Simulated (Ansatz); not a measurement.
# C3H4In radical: how energies converge with the basis set

One table from this session's results is given with a row withheld; the runs are named, their logs left out.

The runs use Ansatz 0.2.0, Gaussian basis; one geometry, several basis sets.

The runs, in order: PBE0-D4/def2-SVP; ωB97M-V/def2-SVP; PBE0-D4/def2-QZVPP; ωB97M-V/def2-QZVPP; the functionals' def2-TZVPP values are taken from earlier runs.

**The geometry**

An earlier PBE0-D4 in a triple-zeta def2 set relaxation fixed the geometry. In takes the def2 core potential; no spin-orbit term is included.

SMILES `C#[C][In][CH3]`, 8 atoms, charge 0, spin multiplicity 2.

Atoms are counted from 1 here; the program's logs count them from 0.

Bond lengths: C1–C2 1.213 Å, C1–H5 1.067 Å, C2–In3 2.132 Å, In3–C4 2.188 Å, C4–H6 1.092 Å, C4–H7 1.092 Å, C4–H8 1.087 Å. Angles: C2–C1–H5 179.0°, C1–C2–In3 174.2°, C2–In3–C4 116.6°, In3–C4–H6 107.4°, In3–C4–H7 107.4°, In3–C4–H8 111.5°, H6–C4–H7 109.5°, H6–C4–H8 110.4°, H7–C4–H8 110.5°.

The first run:

Contents of in.yaml:

```yaml
crystal:
  periodic: [false, false, false]
  atoms:
    - {symbol: C, position_ang: [2.840718, 0.138858, 0.555887]}
    - {symbol: C, position_ang: [1.689491, -0.242005, 0.527057]}
    - {symbol: In, position_ang: [-0.269594, -1.081285, 0.595883]}
    - {symbol: C, position_ang: [-1.848450, 0.028780, -0.434501]}
    - {symbol: H, position_ang: [3.848575, 0.487866, 0.571214]}
    - {symbol: H, position_ang: [-1.904193, 1.018030, 0.023831]}
    - {symbol: H, position_ang: [-1.549279, 0.128333, -1.479583]}
    - {symbol: H, position_ang: [-2.807268, -0.478576, -0.359768]}
basis:
  gaussian: {orbitals: def2-SVP}
magnetization: {spin_polarized: true, initial_magnetization: 1}
hamiltonian: {xc: pbe0, dispersion: d4}
output: {orbitals: {seedname: orbitals}}
```

Command:

```sh
$ ansatz run in.yaml --threads 2 --pin off --events-out ev --progress --plain --max-ram 32768MiB --backend cpu
```

Among the steps run: PBE0-D4 in def2-SVP; ωB97M-V in def2-SVP; PBE0-D4 in def2-QZVPP; ωB97M-V in def2-QZVPP.

One of the session's tables, all rows but one given; the rest of the session is left out.

It belongs to the step «Density functionals: the series». 

| functional | basis | HOMO (eV) | LUMO (eV) |
| --- | --- | --- | --- |
| PBE0-D4 | def2-SVP | -5.40 | -2.61 |
| PBE0-D4 | def2-TZVPP | -5.48 | -2.69 |
| PBE0-D4 | def2-QZVPP | -5.50 | -2.72 |
| ωB97M-V | def2-SVP | -7.37 | -0.99 |
| ωB97M-V | def2-TZVPP | ? | ? |
| ωB97M-V | def2-QZVPP | -7.48 | -1.16 |

**Question.** Estimate the row for ωB97M-V, def2-TZVPP.

The run gave: HOMO (eV): -7.47; LUMO (eV): -1.10. In the column «HOMO (eV)» it lies between ωB97M-V, def2-QZVPP (-7.48) and ωB97M-V, def2-SVP (-7.37).
